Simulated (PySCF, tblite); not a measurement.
**C₇H₉ radical: geometry, infrared bands and EPR parameters**

Wanted: the infrared bands and EPR parameters of C₇H₉ radical (`C=C/C(C)=C1\[CH]C1`), by calculation.

The runs use tblite 0.8.0 and PySCF 2.14.0, with density-fitted response routines of our own; the level of theory stands in each step. All values are computed, except where a source is named. Atoms count from 0, in the outputs and in this text.

### Step 1. The molecule as given

16 atoms, charge 0, multiplicity 2; geometry from: force field or distance geometry start.

Bonds of the start (Å): C0–C1 1.35, C1–C2 1.44, C2–C3 1.51, C2–C4 1.33, C4–C5 1.39, C5–C6 1.49, C6–C4 1.40, C0–H7 1.08, C0–H8 1.08, C1–H9 1.09, C3–H10 1.09, C3–H11 1.10, C3–H12 1.10, C5–H13 1.08, C6–H14 1.08, C6–H15 1.09.

### Step 2. Relaxing the molecule with GFN2-xTB

Job settings and geometry (Å):

```
{"job": {"kind": "relax", "xc": "GFN2-xTB", "basis": "xTB"}, "charge": 0, "multiplicity": 2}
C      2.516800    -0.786900    -0.125700
C      1.177800    -0.963100    -0.080500
C      0.183100     0.069900     0.055100
C      0.597200     1.520300     0.136200
C     -1.109300    -0.245300     0.091000
C     -2.064500    -1.257000     0.039800
C     -2.438200     0.175800     0.167300
H      3.179800    -1.632700    -0.211100
H      2.975600     0.192300    -0.080200
H      0.809500    -1.993500    -0.116200
H      1.147700     1.811800    -0.753500
H      1.229300     1.671500     1.024200
H     -0.265600     2.189200     0.247500
H     -2.227100    -1.836200    -0.857300
H     -2.897100     0.627100    -0.698700
H     -2.822700     0.465800     1.150400
```

Launch:

```
$ OMP_NUM_THREADS=1 python probes_run.py task.json out
```

The driver reads the jobs from task.json and runs them one after another.

**Question.** This job is followed by: GFN2-xTB harmonic vibrations, gas phase; UKS B3LYP, pcH-1 on C H, non-relativistic, mean-field spin-orbit, GIAO. Predict these results of the whole session: strongest single infrared mode (GFN2-xTB); zero-point energy (GFN2-xTB); g(iso) (B3LYP); ⟨S²⟩; largest a(iso) (averaged by class); surface potential, 1st and 99th percentile.

**Answer**, as computed:

```
                                 quantity                 value
strongest single infrared mode (GFN2-xTB)  2998 cm⁻¹, 78 km/mol
             zero-point energy (GFN2-xTB)         81.7 kcal/mol
                           g(iso) (B3LYP)               2.00262
                                     ⟨S²⟩    0.788 (exact 0.75)
       largest a(iso) (averaged by class)   13C on C5, 55.2 MHz
    surface potential, 1st and 99th percentile    -0.63 V and 1.01 V
```

Relaxing lowered the energy by 0.614 eV in 72 steps; the close pair that moved most is C4–C6, from 1.396 to 1.499 Å. All 42 modes are real, so the xTB geometry is a minimum. The strongest single mode, at 2998 cm⁻¹, moves mainly H15 and H14. GFN2-xTB is a fitted tight-binding method: band positions and strengths are rough. Its intensities can rank the bands wrongly. The largest spin populations lie on C5 (0.57 e), C2 (0.50 e). The isotropic g lies 0.3 ppt above the free-electron value.
